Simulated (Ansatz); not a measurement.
# GeAsH₂+ (singlet): the correlation ladder, cc-pVDZ

An exercise on one series of results from a longer session: the logs are not shown, and one member is left open.

Method: cc-pVDZ, core rule «outside noble gas», up to 28 orbitals frozen; program: Ansatz 0.2.0, Gaussian basis.

The runs, in order: UHF; CCSD(T) on RHF; CCSD(T) on UHF; BCCD(T) on RHF; CISD; CCSDT(Q) on RHF; CCSDT(Q) on UHF; CCSDTQ on RHF; CASSCF and MRCISD+Q, 10 electrons in 10 orbitals; CASSCF and NEVPT2, 10 electrons in 10 orbitals.

5 further runs of the same task are left out: 5 set aside as unsound or not needed.

## The geometry

The geometry is a PBE0/def2-TZVP stationary point (not a proven minimum) of the parent state, kept for this charge and spin. No spin-orbit coupling is included. The filled d shell of Ge, As may be among the frozen orbitals whatever the setting's name suggests; the logs give the count.

4 atoms, charge 1, spin multiplicity 1.

Atoms are counted from 1 here; the program's logs count them from 0.

Bond lengths: Ge1–As2 2.221 Å, Ge1–H3 1.537 Å, Ge1–H4 1.537 Å. Angles: As2–Ge1–H3 124.5°, As2–Ge1–H4 124.5°, H3–Ge1–H4 110.9°.

Set-up of the first run:

Contents of in.yaml:

```yaml
crystal:
  periodic: [false, false, false]
  atoms:
    - {symbol: Ge, position_ang: [0.000000, 0.000000, 1.100612]}
    - {symbol: As, position_ang: [0.000000, 0.000000, -1.120153]}
    - {symbol: H, position_ang: [0.000000, 1.266184, 1.971938]}
    - {symbol: H, position_ang: [0.000000, -1.266184, 1.971938]}
basis:
  gaussian: {orbitals: cc-pVDZ}
total_charge: 1
magnetization: {spin_polarized: true, initial_magnetization: 0}
hamiltonian: {xc: hf}
output: {orbitals: {seedname: orbitals}}
```

Run with:

```sh
$ ansatz run in.yaml --threads 1 --pin off --events-out ev --progress --plain --max-ram 4096MiB --backend cpu
```

Steps of the session up to this table: UHF; CCSD(T) on RHF; CCSD(T) on UHF; BCCD(T) on RHF; CISD; CCSDT(Q) on RHF; CCSDT(Q) on UHF; CCSDTQ on RHF; CASSCF and MRCISD+Q, 10 electrons in 10 orbitals; CASSCF and NEVPT2, 10 electrons in 10 orbitals.

One table of the session follows, with a row left open; its other results are not shown here.

```
          method  from RCCSDTQ (kJ/mol)
             RHF                 +540.2
            RMP2                 +126.2
            CISD                  +69.7
           RCCSD                  +24.6
        RCCSD(T)                   +5.6
         BCCD(T)                   +5.7
          RCCSDT                      ?
       RCCSDT(Q)                   +0.1
         RCCSDTQ                      0
  CASSCF valence                 +307.4
  NEVPT2 valence                  +79.9
  MRCISD valence                  +21.8
MRCISD+Q valence                   +3.4
```

**Question.** Estimate the row for RCCSDT.

As computed: from RCCSDTQ (kJ/mol): +1.8. In the column «from RCCSDTQ (kJ/mol)» it lies between RCCSDT(Q) (+0.1) and MRCISD+Q valence (+3.4).

Limits of these values: Left out of the table: UHF, UMP2, UCCSD, UCCSD(T), UCCSDT, UCCSDT(Q) (another determinant or state than the rows shown).
